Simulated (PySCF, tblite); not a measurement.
# C4H13B2N: dynamics, then NMR shifts on frames

Aim: move C4H13B2N (`CBNBC(C)C`) away from its starting geometry and see how NMR shifts follow the geometry.

Computed with tblite 0.8.0 and PySCF 2.14.0, with density-fitted response routines of our own, on a single molecule in the gas phase. Atoms count from 0, in the outputs and in this text.

## Step 1: The starting structure

20 atoms, charge 0, multiplicity 1; geometry from: GFN2-xTB.

Bonds of the start (Å): C0–B1 1.58, B1–N2 1.41, N2–B3 1.41, B3–C4 1.60, C4–C5 1.54, C4–C6 1.53, C0–H7 1.09, C0–H8 1.09, C0–H9 1.09, B1–H10 1.17, N2–H11 1.01, B3–H12 1.17, C4–H13 1.10, C5–H14 1.09, C5–H15 1.09, C5–H16 1.09, C6–H17 1.09, C6–H18 1.09, C6–H19 1.09.

## Step 2: Dynamics with GFN2-xTB

What the job is given:

```
{"job": {"kind": "md", "xc": "GFN2-xTB", "basis": "xTB", "temperature": 600, "steps": 2000, "every": 50, "frames": 5}, "charge": 0, "multiplicity": 1}
C      3.655174    -0.212037     0.070395
B      2.332707    -0.333685    -0.785784
N      1.067637    -0.233009    -0.166538
B     -0.214488    -0.289842    -0.749195
C     -1.498232    -0.089231     0.177997
C     -1.752321     1.417327     0.356918
C     -2.763770    -0.752555    -0.371529
H      4.321590     0.544180    -0.341005
H      3.483528     0.032358     1.117233
H      4.213529    -1.147183     0.039379
H      2.376680    -0.513860    -1.942196
H      1.084502    -0.089350     0.836808
H     -0.301551    -0.442495    -1.905836
H     -1.317769    -0.502840     1.179209
H     -0.882923     1.910924     0.786738
H     -2.605611     1.587218     1.012311
H     -1.964001     1.879608    -0.604805
H     -3.018318    -0.335814    -1.343348
H     -2.613829    -1.823626    -0.488787
H     -3.607682    -0.595409     0.299607
```

Level: GFN2-xTB Langevin dynamics, gas phase.

Run with:

```sh
$ OMP_NUM_THREADS=1 python probes_run.py task.json out
```

One launch serves the whole session: the jobs run in the order shown.

Output:

```text
t/fs     T/K      E/eV
    0.0   492.8   -561.47118
   25.0   326.0   -560.61884
   50.0   381.3   -560.67117
   75.0   426.8   -560.66718
  100.0   379.2   -560.45339
  125.0   533.1   -560.64406
  150.0   605.1   -560.43517
  175.0   512.0   -560.26738
  200.0   487.3   -560.28863
  225.0   532.2   -560.61777
  250.0   478.9   -560.26933
  275.0   598.8   -560.34655
  300.0   587.2   -559.92229
  325.0   691.6   -560.25995
  350.0   596.8   -560.16848
  375.0   438.3   -560.01173
  400.0   521.5   -560.34537
  425.0   583.5   -560.17362
  450.0   520.9   -559.99048
  475.0   555.3   -560.35738
  500.0   649.8   -560.30845
  525.0   509.4   -560.25995
  550.0   597.2   -560.47536
  575.0   614.7   -560.35195
  600.0   653.3   -560.17155
  625.0   722.4   -560.27286
  650.0   787.4   -560.12959
  675.0   671.0   -559.91074
  700.0   587.2   -559.71885
  725.0   635.0   -559.69653
  750.0   750.6   -560.15147
  775.0   663.0   -560.35325
  800.0   584.5   -560.01908
  825.0   581.3   -560.09680
  850.0   619.9   -560.22804
  875.0   585.2   -559.83882
  900.0   678.3   -560.24468
  925.0   723.6   -560.45156
  950.0   564.1   -560.05582
  975.0   658.0   -560.60679
 1000.0   585.6   -560.04619
```

Wall time 12 s (1 thread of Intel Xeon Platinum 8488C, shared host); peak memory 0.18 GiB.

Distance from the start (root mean square after alignment): 0 fs 0.00 Å, 200 fs 0.54 Å, 400 fs 1.20 Å, 600 fs 1.44 Å, 800 fs 1.49 Å, 1000 fs 1.78 Å.

Positions (Å) and forces (eV/Å) at 1000 fs:

```xyz
20

C     1.715   -4.184    1.698   -0.868    2.304    0.751
B     1.971   -2.471    2.043    0.504   -2.380   -0.759
N     0.774   -1.879    2.314   -2.447   -0.723   -0.249
B     0.448   -0.548    2.412   -0.880    0.614   -0.607
C    -1.001   -0.014    2.073   -1.539    0.075    0.993
C    -0.799    1.292    1.340   -1.528    0.928   -0.564
C    -2.036   -0.889    1.289    0.339    3.153   -0.991
H     2.662   -4.597    1.440    0.317   -0.893    0.525
H     1.125   -4.553    2.597    1.520    0.037   -0.836
H     1.020   -4.433    0.874    0.440    0.732    0.143
H     2.860   -1.681    2.101    0.186   -1.053   -0.131
H    -0.070   -2.440    2.109    0.652    0.052    0.473
H     1.254    0.246    2.438    0.979    0.589    0.537
H    -1.514    0.250    3.057    0.452   -0.372   -0.787
H    -1.795    1.880    1.194    1.715   -0.924    0.147
H    -0.388    1.000    0.381   -0.053    0.495   -0.369
H    -0.073    1.903    1.861   -0.186    0.303   -0.051
H    -3.045   -0.445    1.376    0.560    0.026   -0.323
H    -1.784   -1.055    0.230    0.053    0.630    0.269
H    -2.104   -1.808    1.670   -0.214   -3.591    1.830
```

## Step 3: Shielding tensors: 250 fs, PBE0/pcSseg-1

What the job is given:

```
{"job": {"kind": "nmr", "xc": "PBE0", "basis": "pcSseg-1", "pop": false}, "charge": 0, "multiplicity": 1}
C      2.979000    -0.172400     1.846500
B      2.230400     0.002900     0.431800
N      0.861100    -0.367400     0.404500
B     -0.185200     0.078600    -0.477500
C     -1.621600    -0.158700     0.168800
C     -2.222000     1.104000     0.721600
C     -2.748900    -0.858300    -0.715700
H      4.122600     0.064200     1.806700
H      2.441800     0.377300     2.498600
H      2.922800    -1.222900     2.228000
H      2.765400     0.587500    -0.427100
H      0.555900    -0.810800     1.339400
H      0.291600     0.504300    -1.456700
H     -1.609700    -0.820800     1.066400
H     -3.284300     1.007300     1.088000
H     -2.221800     2.050400    -0.019700
H     -1.625100     1.416300     1.610600
H     -2.967000    -0.311000    -1.550300
H     -2.365600    -1.866900    -0.969700
H     -3.748400    -0.919600    -0.258600
```

Level: GIAO PBE0/pcSseg-1 NMR shielding, non-relativistic, gas phase.

Output:

```text
coarse grid: 15640 points
cycle   1  E = -264.2570374589  dE =  2.871e-01  |g| = 5.092e-01  |ddm| = 3.598e+00
cycle   2  E = -264.2400220752  dE =  1.702e-02  |g| = 5.916e-01  |ddm| = 9.013e-01
cycle   3  E = -264.3269485742  dE = -8.693e-02  |g| = 6.245e-02  |ddm| = 4.755e-01
cycle   4  E = -264.3276316364  dE = -6.831e-04  |g| = 3.098e-02  |ddm| = 5.982e-02
cycle   5  E = -264.3278318361  dE = -2.002e-04  |g| = 7.069e-03  |ddm| = 2.252e-02
cycle   6  E = -264.3278437930  dE = -1.196e-05  |g| = 1.517e-03  |ddm| = 7.588e-03
cycle   7  E = -264.3278443588  dE = -5.657e-07  |g| = 3.718e-04  |ddm| = 1.440e-03
final grid: 148080 points
cycle   8  E = -264.3640078216  dE = -4.614e-05  |g| = 9.265e-03  |ddm| = 2.928e-02
cycle   9  E = -264.3639968709  dE =  1.095e-05  |g| = 1.172e-02  |ddm| = 1.622e-02
cycle  10  E = -264.3640292205  dE = -3.235e-05  |g| = 1.130e-03  |ddm| = 8.480e-03
cycle  11  E = -264.3640294974  dE = -2.769e-07  |g| = 2.730e-04  |ddm| = 8.703e-04
cycle  12  E = -264.3640295130  dE = -1.560e-08  |g| = 7.013e-05  |ddm| = 2.381e-04
cycle  13  E = -264.3640295142  dE = -1.255e-09  |g| = 1.970e-05  |ddm| = 8.076e-05
cycle  14  E = -264.3640295143  dE = -9.004e-11  |g| = 5.397e-06  |ddm| = 1.962e-05
converged SCF energy = -264.3640295143

GIAO shielding tensors (ppm)
atom      isotropic    diamagn.    paramagn.     s11        s22        s33       span
  0 C      173.442     254.672     -81.230    160.109    169.625    190.592     30.483
  1 B       44.932     193.102    -148.170    -10.428     32.049    113.175    123.603
  2 N       42.334     323.936    -281.602   -107.227     78.879    155.350    262.577
  3 B       50.076     193.941    -143.865      5.663     34.575    109.990    104.327
  4 C      151.595     247.075     -95.480    133.372    157.068    164.346     30.974
  5 C      156.044     247.348     -91.304    141.099    150.561    176.472     35.373
  6 C      162.851     245.361     -82.510    135.788    160.523    192.242     56.454
  7 H       28.842      26.210       2.632     25.208     26.583     34.734      9.526
  8 H       33.199      34.115      -0.915     29.062     32.941     37.595      8.533
  9 H       30.654      29.963       0.691     26.584     30.024     35.353      8.769
 10 H       25.504      31.444      -5.940     22.762     25.752     27.998      5.236
 11 H       23.708      34.251     -10.542     20.580     21.435     29.110      8.530
 12 H       25.916      32.271      -6.355     24.183     25.786     27.781      3.598
 13 H       29.641      34.283      -4.642     26.200     28.761     33.963      7.763
 14 H       29.394      28.999       0.395     25.797     27.473     34.913      9.116
 15 H       28.089      27.750       0.340     24.655     25.940     33.674      9.019
 16 H       29.523      30.982      -1.459     24.671     28.502     35.397     10.725
 17 H       31.891      32.045      -0.154     28.201     30.178     37.295      9.094
 18 H       29.840      29.184       0.656     24.930     27.936     36.655     11.725
 19 H       30.583      29.485       1.098     27.227     28.329     36.193      8.966
```

Run time: 24 s. Hardware: 1 thread of Intel Xeon Platinum 8488C, shared host; peak memory 0.98 GiB.

Shifts follow as δ = σ(reference) − σ, with reference shieldings (ppm) from runs at the same level and on the same kind of geometry: 1H TMS 31.72, 13C TMS 186.9, 15N NH3 267.7, 11B BF3·OEt2 100.1. The references are single molecules in the gas phase, so shifts against H2O, NH3, PH3, H3PO4 or CFCl3 are not on the usual liquid scales and can be off by tens of ppm. Each atom is listed at this fixed geometry, with no averaging over motion; a spectrum would average atoms that exchange fast.

| atoms | environment | σ (ppm) | δ (ppm) |
| --- | --- | --- | --- |
| C4 | sp3 CH bonded to B | 151.6 | 35.3 |
| C5 | methyl carbon | 156.0 | 30.9 |
| C6 | methyl carbon | 162.9 | 24.1 |
| C0 | methyl carbon bonded to B | 173.4 | 13.5 |
| H11 | hydrogen on a nitrogen bonded to 2 B | 23.71 | 8.01 |
| H10 | hydrogen on a boron bonded to C, N | 25.50 | 6.21 |
| H12 | hydrogen on a boron bonded to C, N | 25.92 | 5.80 |
| H15 | hydrogen on a methyl carbon | 28.09 | 3.63 |
| H7 | hydrogen on a methyl carbon bonded to B | 28.84 | 2.88 |
| H14 | hydrogen on a methyl carbon | 29.39 | 2.32 |
| H16 | hydrogen on a methyl carbon | 29.52 | 2.19 |
| H13 | hydrogen on an sp3 CH bonded to B | 29.64 | 2.08 |
| H18 | hydrogen on a methyl carbon | 29.84 | 1.88 |
| H19 | hydrogen on a methyl carbon | 30.58 | 1.13 |
| H9 | hydrogen on a methyl carbon bonded to B | 30.65 | 1.06 |
| H17 | hydrogen on a methyl carbon | 31.89 | -0.17 |
| H8 | hydrogen on a methyl carbon bonded to B | 33.20 | -1.48 |
| B1 | boron bonded to C, N, H | 44.9 | 55.1 |
| B3 | boron bonded to C, N, H | 50.1 | 50.0 |
| N2 | nitrogen bonded to 2 B, H | 42.3 | 225.4 |

## Step 4: Shielding tensors: 425 fs, PBE0/pcSseg-1

What the job is given:

```
{"job": {"kind": "nmr", "xc": "PBE0", "basis": "pcSseg-1", "pop": false}, "charge": 0, "multiplicity": 1}
C      3.327800    -1.552300     1.479800
B      2.273300    -0.593000     0.718600
N      0.905400    -0.716200     1.079100
B     -0.105000     0.025400     0.463200
C     -1.639800    -0.212700     0.789600
C     -2.251400     1.246600     1.088300
C     -2.310400    -0.788100    -0.524700
H      4.058400    -0.829300     1.846500
H      2.949500    -2.327900     2.045600
H      3.997600    -2.027200     0.747100
H      2.854800     0.085900     0.004600
H      0.662600    -1.308900     1.838200
H      0.389200     0.760800    -0.154000
H     -1.760500    -0.899200     1.592800
H     -3.272800     1.221700     0.794500
H     -1.737000     1.892900     0.439200
H     -1.944400     1.470800     2.084500
H     -3.144700    -1.466500    -0.295900
H     -2.534300     0.080900    -1.109400
H     -1.588400    -1.359800    -0.997900
```

Level: GIAO PBE0/pcSseg-1 NMR shielding, non-relativistic, gas phase.

Output:

```text
coarse grid: 15640 points
cycle   1  E = -264.2416790558  dE =  5.489e-01  |g| = 5.395e-01  |ddm| = 3.659e+00
cycle   2  E = -264.2353971203  dE =  6.282e-03  |g| = 5.830e-01  |ddm| = 9.531e-01
cycle   3  E = -264.3184413508  dE = -8.304e-02  |g| = 6.070e-02  |ddm| = 4.952e-01
cycle   4  E = -264.3191084009  dE = -6.671e-04  |g| = 2.848e-02  |ddm| = 5.717e-02
cycle   5  E = -264.3192734212  dE = -1.650e-04  |g| = 6.630e-03  |ddm| = 2.042e-02
cycle   6  E = -264.3192839066  dE = -1.049e-05  |g| = 1.290e-03  |ddm| = 7.124e-03
cycle   7  E = -264.3192843233  dE = -4.166e-07  |g| = 2.793e-04  |ddm| = 1.338e-03
final grid: 148080 points
cycle   8  E = -264.3555233468  dE = -5.614e-05  |g| = 9.776e-03  |ddm| = 3.024e-02
cycle   9  E = -264.3555173610  dE =  5.986e-06  |g| = 1.119e-02  |ddm| = 1.660e-02
cycle  10  E = -264.3555467446  dE = -2.938e-05  |g| = 1.059e-03  |ddm| = 8.485e-03
cycle  11  E = -264.3555469814  dE = -2.368e-07  |g| = 2.592e-04  |ddm| = 7.876e-04
cycle  12  E = -264.3555469950  dE = -1.362e-08  |g| = 7.306e-05  |ddm| = 2.387e-04
cycle  13  E = -264.3555469964  dE = -1.386e-09  |g| = 1.392e-05  |ddm| = 8.124e-05
cycle  14  E = -264.3555469965  dE = -4.366e-11  |g| = 4.158e-06  |ddm| = 1.528e-05
converged SCF energy = -264.3555469965

GIAO shielding tensors (ppm)
atom      isotropic    diamagn.    paramagn.     s11        s22        s33       span
  0 C      172.438     252.452     -80.014    136.068    177.906    203.341     67.273
  1 B       42.833     189.243    -146.410    -19.896     34.483    113.912    133.808
  2 N       76.346     323.547    -247.200    -74.187     99.617    203.609    277.796
  3 B       47.529     196.556    -149.027      3.284     34.905    104.398    101.114
  4 C      162.855     255.995     -93.140    157.153    161.101    170.312     13.159
  5 C      168.898     252.436     -83.538    153.671    161.666    191.358     37.687
  6 C      172.338     252.781     -80.442    153.864    172.674    190.476     36.612
  7 H       30.561      27.740       2.821     27.983     28.303     35.397      7.414
  8 H       32.338      31.785       0.553     28.377     31.311     37.327      8.950
  9 H       30.707      29.083       1.623     27.432     28.751     35.937      8.505
 10 H       25.090      32.668      -7.578     19.422     25.691     30.158     10.736
 11 H       25.090      35.113     -10.023     22.172     23.588     29.510      7.339
 12 H       27.248      37.348     -10.100     23.919     26.846     30.979      7.060
 13 H       31.483      36.104      -4.622     28.487     29.564     36.397      7.911
 14 H       31.033      30.771       0.262     26.812     29.465     36.822     10.010
 15 H       31.411      33.589      -2.178     27.206     30.515     36.511      9.306
 16 H       30.855      31.037      -0.182     25.765     28.886     37.915     12.150
 17 H       29.934      30.318      -0.385     25.745     27.523     36.533     10.788
 18 H       31.372      32.937      -1.565     26.822     30.401     36.893     10.072
 19 H       32.083      34.898      -2.815     26.577     31.483     38.189     11.612
```

It took 25 s on 1 thread of Intel Xeon Platinum 8488C, shared host; peak memory 0.83 GiB.

Key values: δ C4 24.1, C5 18.0, C6 14.6, C0 14.5, H11 6.63, H10 6.63 ppm.

## Step 5: Shielding tensors: 625 fs, PBE0/pcSseg-1

What the job is given:

```
{"job": {"kind": "nmr", "xc": "PBE0", "basis": "pcSseg-1", "pop": false}, "charge": 0, "multiplicity": 1}
C      3.079900    -2.584200     1.077200
B      2.396900    -1.084600     1.049300
N      0.983900    -1.145600     1.090800
B      0.103600     0.037800     1.020400
C     -1.432400    -0.201700     1.398200
C     -2.005800     0.980200     2.182000
C     -2.381600    -0.491900     0.168400
H      2.489700    -3.214200     0.421400
H      4.099700    -2.569800     0.705200
H      3.106100    -3.116900     2.044500
H      3.042000    -0.227400     0.898400
H      0.491800    -2.008300     0.878800
H      0.611800     1.111100     0.711200
H     -1.514500    -1.142200     2.003600
H     -2.943000     1.034800     2.674100
H     -2.203300     1.869200     1.546000
H     -1.163900     1.306100     2.785400
H     -3.361900    -0.904800     0.454300
H     -2.519100     0.348000    -0.416800
H     -1.970300    -1.328300    -0.552600
```

Method: GIAO PBE0/pcSseg-1 NMR shielding, non-relativistic, gas phase.

Output:

```text
coarse grid: 15640 points
cycle   1  E = -264.2563307594  dE =  2.997e-01  |g| = 5.139e-01  |ddm| = 3.607e+00
cycle   2  E = -264.2396362747  dE =  1.669e-02  |g| = 5.938e-01  |ddm| = 9.009e-01
cycle   3  E = -264.3267098386  dE = -8.707e-02  |g| = 5.846e-02  |ddm| = 4.754e-01
cycle   4  E = -264.3272995076  dE = -5.897e-04  |g| = 3.142e-02  |ddm| = 6.013e-02
cycle   5  E = -264.3275058327  dE = -2.063e-04  |g| = 6.890e-03  |ddm| = 2.200e-02
cycle   6  E = -264.3275170986  dE = -1.127e-05  |g| = 1.352e-03  |ddm| = 7.365e-03
cycle   7  E = -264.3275175623  dE = -4.636e-07  |g| = 3.099e-04  |ddm| = 1.384e-03
final grid: 148080 points
cycle   8  E = -264.3633546086  dE = -4.592e-05  |g| = 9.335e-03  |ddm| = 2.877e-02
cycle   9  E = -264.3633444780  dE =  1.013e-05  |g| = 1.162e-02  |ddm| = 1.601e-02
cycle  10  E = -264.3633761331  dE = -3.166e-05  |g| = 1.094e-03  |ddm| = 8.389e-03
cycle  11  E = -264.3633763950  dE = -2.619e-07  |g| = 2.798e-04  |ddm| = 8.421e-04
cycle  12  E = -264.3633764111  dE = -1.611e-08  |g| = 7.136e-05  |ddm| = 2.497e-04
cycle  13  E = -264.3633764125  dE = -1.368e-09  |g| = 1.562e-05  |ddm| = 8.209e-05
cycle  14  E = -264.3633764125  dE = -5.582e-11  |g| = 4.788e-06  |ddm| = 1.632e-05
converged SCF energy = -264.3633764125

GIAO shielding tensors (ppm)
atom      isotropic    diamagn.    paramagn.     s11        s22        s33       span
  0 C      174.965     251.760     -76.795    156.968    174.589    193.337     36.368
  1 B       44.999     190.594    -145.595    -12.092     30.310    116.781    128.873
  2 N       69.052     326.730    -257.678    -89.475     92.772    203.860    293.335
  3 B       39.995     195.153    -155.158     -8.255     29.695     98.546    106.800
  4 C      158.765     248.353     -89.587    149.595    157.459    169.242     19.647
  5 C      173.916     247.019     -73.103    149.712    174.956    197.079     47.367
  6 C      162.720     248.364     -85.644    140.568    161.434    186.159     45.591
  7 H       31.846      31.855      -0.009     27.886     31.524     36.129      8.244
  8 H       30.966      28.243       2.722     27.371     28.661     36.865      9.493
  9 H       30.725      27.578       3.147     26.864     29.088     36.223      9.358
 10 H       25.932      32.913      -6.982     21.315     26.861     29.619      8.304
 11 H       24.844      35.269     -10.425     20.813     24.204     29.516      8.703
 12 H       25.253      32.225      -6.972     23.243     25.005     27.510      4.267
 13 H       29.601      31.813      -2.212     26.715     28.006     34.083      7.368
 14 H       30.929      28.797       2.132     26.539     28.358     37.891     11.352
 15 H       30.582      31.077      -0.494     26.769     28.506     36.472      9.704
 16 H       30.489      29.408       1.081     24.793     28.905     37.769     12.977
 17 H       29.871      29.653       0.217     26.446     27.256     35.911      9.465
 18 H       31.942      33.966      -2.025     28.135     30.016     37.674      9.539
 19 H       29.036      31.002      -1.966     24.454     27.534     35.119     10.665
```

It took 24 s on 1 thread of Intel Xeon Platinum 8488C, shared host; peak memory 0.85 GiB.

In short: δ C4 28.2, C6 24.2, C5 13.0, C0 12.0, H11 6.87, H12 6.46 ppm.

(Part 1 of 2 ends here.)
